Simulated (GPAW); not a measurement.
Crystal: TeAs2.

```xyz
6
Lattice="-3.5565 3.5565 2.9405 3.5565 -3.5565 2.9405 3.5565 3.5565 -2.9405" Properties=species:S:1:pos:R:3 pbc="T T T"
Te    0.0000    0.0000    0.0000
Te    0.0000    3.5565    1.4703
As    0.0000    1.7782    3.6756
As    3.5565    1.7782    0.7351
As    1.7782    3.5565   -0.7351
As    1.7782    0.0000    2.2054
```

The cell comes from a database or a generator and needn't be the stable form of this composition.

* Program: GPAW 26.7.0
* Task: relaxation of cell and atoms
* Functional: PBEsol
* Dispersion: D3
* Potentials or basis: PAW data sets generated in the run's folder for this functional
* Cutoff: 600 eV
* Basis: pw
* k mesh: 4 × 4 × 4
* Occupations: fermi-dirac, width 0.05 eV
* Spin: no spin polarisation

At the start: pressure -5.7 GPa; volume 24.80 Å³/atom.

Problem. How do energy, volume and symmetry change on relaxing?

Solution. Over 9 steps the energy falls by 42.4 meV/atom and the volume is 22.58 Å³/atom (-8.9 %); space group I4_1/amd (No. 141, to 0.05 Å).

Step by step:
```csv
step,energy change (eV),largest force (eV/Å),pressure (GPa),volume (Å³)
1,0.0000,0.0000,-5.69,148.77
2,-0.0331,0.0000,-5.35,147.84
3,-0.2424,0.0001,0.24,135.97
4,-0.2433,0.0000,-0.13,136.58
5,-0.2439,0.0000,-0.19,136.66
6,-0.2501,0.0001,-0.57,136.87
7,-0.2529,0.0002,-0.47,136.39
8,-0.2544,0.0001,-0.12,135.64
9,-0.2546,0.0001,0.00,135.47
```

Final structure:
```xyz
6
Lattice="-3.4326 3.4326 2.8743 3.4326 -3.4326 2.8743 3.4326 3.4326 -2.8743" Properties=species:S:1:pos:R:3 pbc="T T T"
Te    0.0000    0.0000    0.0000
Te    0.0000    3.4326    1.4372
As    0.0000    1.7163    3.5929
As    3.4326    1.7163    0.7186
As    1.7163    3.4326   -0.7186
As    1.7163    0.0000    2.1557
```

Caveat: later steps reuse the first step's grids; pairwise dispersion overbinds metals, which lowers pressure and volume.
